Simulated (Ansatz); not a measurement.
# Ba: which structure wins at one pressure

Which of fcc, bcc, hcp, omega, diamond, beta tin has the lowest enthalpy for Ba at one common pressure? The runs shown use LAPW. Companion runs by PAW are cited.

Program: Ansatz 0.2.0. Level of theory: DFT, LDA, all-electron LAPW, scalar-relativistic. These are calculated values, not measurements.

**1. The system as given**

The structure is cubic, space group Fm-3m (No. 225). Conventional cell: a = 5.592 Å, b = 5.592 Å, c = 5.592 Å, α = 90.00°, β = 90.00°, γ = 90.00°. Around Ba (site symmetry m-3m) lie 12 Ba at 3.95 Å.

Coordinates:

```xyz
1
Lattice="0.0000 2.7959 2.7959 2.7959 0.0000 2.7959 2.7959 2.7959 0.0000" Properties=species:S:1:pos:R:3 pbc="T T T"
Ba    0.0000    0.0000    0.0000
```

**2. Fcc relaxed under pressure, LAPW**

The input, input.yaml:

```yaml
crystal:
  lattice:
    - [0.0, 2.7958554661, 2.7958554661]
    - [2.7958554661, 0.0, 2.7958554661]
    - [2.7958554661, 2.7958554661, 0.0]
  atoms:
    - { symbol: Ba, position: [0.0, 0.0, 0.0] }
kpoints:
  mp_grid: { grid: [12, 12, 12] }
scf:
  occupations: { method: fermi_dirac, width: 0.05 }
hamiltonian:
  xc: lda
  pseudopotentials: { kind: all_electron, lapw: { basis_error: 0.0005 } }
output:
  forces: true
  stress: true
  eigenvalues: true
relax:
  f_tol: 0.005
  max_steps: 12
  cell: { p_target: 2.3, stress_tol: 0.03 }
```

Started as:

```bash
$ ansatz run input.yaml --threads 1 --pin off --max-ram 3584MiB --backend cpu --events-out ev --progress --plain --runs-dir out
```

Further steps of the session: Bcc relaxed under pressure, LAPW; Hcp relaxed under pressure, LAPW; Omega relaxed under pressure, LAPW; Diamond relaxed under pressure, LAPW; Beta tin relaxed under pressure, LAPW.

Q: Predict the outcome of this session. Wanted: pressure; lowest (for each run or level that gives them).

**Answer**, as computed:

```
     quantity                         value
     pressure                       2.3 GPa
lowest (LAPW)  hcp, 13.5 meV/atom under bcc
 lowest (PAW)  hcp, 13.5 meV/atom under bcc
```

By LAPW the order is hcp < bcc < fcc < omega < beta tin < diamond. By PAW the order is hcp < bcc < fcc < omega < beta tin < diamond. The methods agree on the lowest phase. Only these structures were tried, with electrons smeared by 0.05 eV and without vibrations, so the true ground state may be another. The k meshes differ between phases and weren't tested, which can move differences by some meV. Spin-orbit coupling is left out, though the cell holds Ba; in elements this heavy it can shift bands and gaps by tenths of an eV.
